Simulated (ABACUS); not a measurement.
The system is HPbNO4.

```
CELL_PARAMETERS angstrom
4.20407 0.00000 0.00000
2.02172 3.83951 0.00000
2.04686 1.27900 6.28131
ATOMIC_POSITIONS crystal
Pb 0.14426 0.92872 0.88352
O 0.83108 0.65056 0.78405
O 0.38694 0.22380 0.11295
O 0.31104 0.03576 0.45856
O 0.07726 0.60633 0.32275
N 0.25670 0.28861 0.30171
H 0.89145 0.68202 0.62796
```

The cell was built by a generator and needn't be a form met in nature.

Base run:

```yaml
Program: ABACUS 3.10.1
Functional: LDA
Potentials_or_basis: SG15 ONCV 1.2 PBE
Cutoff: 1361 eV
Density_cutoff: 5442 eV
Basis: DZP LCAO (the cutoffs set its grid)
k_mesh: 7 × 7 × 5
Occupations: fermi-dirac, width 0.05 eV
Spin: no spin polarisation
```

Its results: band gap on the k mesh 2.74 eV, indirect (least direct gap 2.77 eV); pressure -0.1 GPa; largest force 1.699 eV/Å.

Problem. The run is repeated on the same cell with these changes: functional from LDA to revPBE. What comes out?

Solution. Band gap on the k mesh 2.79 eV, indirect (least direct gap 2.82 eV); pressure 5.5 GPa; largest force 1.557 eV/Å.

revPBE binds less tightly than LDA, so the same cell stands under more pressure.

Caveats: the atomic orbitals were generated for these runs and aren't a published set; the potentials were made for another functional, which shifts forces and pressure; spin-orbit coupling is left out, which as a rule narrows the gap of such compounds by several tenths of an eV; an odd mesh through Γ misses points on the zone boundary, where band edges often lie; the basis of atomic orbitals isn't converged, which shifts pressures, moduli and gaps.
